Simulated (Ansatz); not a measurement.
What does this script print? It uses the Ansatz DFT code, driven from Python.

`cu.cif`
```cif
data_Cu
_cell_length_a 11.570254
_cell_length_b 2.238212
_cell_length_c 22.223742
_cell_angle_alpha 90.00000
_cell_angle_beta 101.93424
_cell_angle_gamma 90.00000
_symmetry_space_group_name_H-M 'P 1'
_symmetry_Int_Tables_number 1
loop_
_symmetry_equiv_pos_as_xyz
'x, y, z'
loop_
_atom_site_label
_atom_site_type_symbol
_atom_site_fract_x
_atom_site_fract_y
_atom_site_fract_z
Cu1 Cu    0.500000    0.500000    0.500000
```

The script, `xc_cu.py`:
```python
"""One structure of Cu under several functionals."""

import argparse

import ansatz as az
from ase.io import read

parser = argparse.ArgumentParser(description="One structure of Cu under several functionals.")
parser.add_argument("--kmesh", type=int, nargs=3, required=True, help="k-point sampling")
parser.add_argument("--filling", required=True, help="how the bands are filled")
args = parser.parse_args()


def main() -> None:
    atoms = read("cu.cif")
    crystal = az.Crystal.from_ase(atoms)

    base = (
        crystal.calculation()
        .kpoints(mesh=args.kmesh)  # sampling of the Brillouin zone
        .occupations(args.filling, width=50 * az.meV)  # smearing steadies the SCF of a metal
        .forces()  # minus the gradient of the free energy
        .stress()
    )

    rows = []
    for value in ["blyp", "pbesol", "lda"]:
        summary = base.functional(value).run().report
        rows.append((value, summary["free_energy_ev"] / len(summary["lattice"]["sites"]), summary["n_iterations"], sum(summary["stress_gpa"][i][i] for i in range(3)) / 3, max(abs(f) for row in summary["forces_ev_ang"] for f in row), summary["n_kpoints"]))

    print("  functional   F/atom (eV)    iterations       P (GPa)  max component (eV/A)      k-points")
    for row in rows:
        print(f"{str(row[0]):>12s}  {row[1]:12.5f}  {row[2]:12d}  {row[3]:12.3f}  {row[4]:20.4f}  {row[5]:12d}")


if __name__ == "__main__":
    main()
```

```console
$ python xc_cu.py --kmesh 3 15 2 --filling fermi_dirac
DeckWarning: basis.ecutwfc = 420 eV, auto-derived from the records' recommended cutoffs: set by Cu (normal level)
  functional   F/atom (eV)    iterations       P (GPa)  max component (eV/A)      k-points
        blyp   -6632.75351             7         0.121                0.0000            32
      pbesol   -6586.36623             8         0.027                0.0000            32
         lda   -6553.09589             7        -0.034                0.0000            32
```
(Warnings from the package without file and line.)

From lowest to highest: LDA (0.0 GPa), PBEsol (0.0 GPa) and BLYP (0.1 GPa). At a fixed cell a lower pressure usually means a smaller equilibrium volume, so LDA prefers the smallest cell and BLYP the largest.

What to keep in mind:
- The cell holds an odd number of electrons and is run without spin, so a magnetic state may lie lower.
- The cell holds layers, chains or clusters in vacuum, no bulk phase; its stress is averaged over the vacuum too and scales with the cell's height.
- BLYP can be off by several per cent in the lattices of metals, and by several GPa in the pressure at a fixed cell.
- Forces vanish by symmetry here and test nothing.
- Pressure is positive in compression.
- Points of the mesh across the vacuum add cost only.
- This isn't the structure that Cu takes at ambient conditions.
- Total energies of different functionals can't be compared; pressures, moments and gaps at this one structure can.
- Finished in 31 s on 1 thread of Arm Neoverse V2 (shared host), peak memory 0.79 GiB.
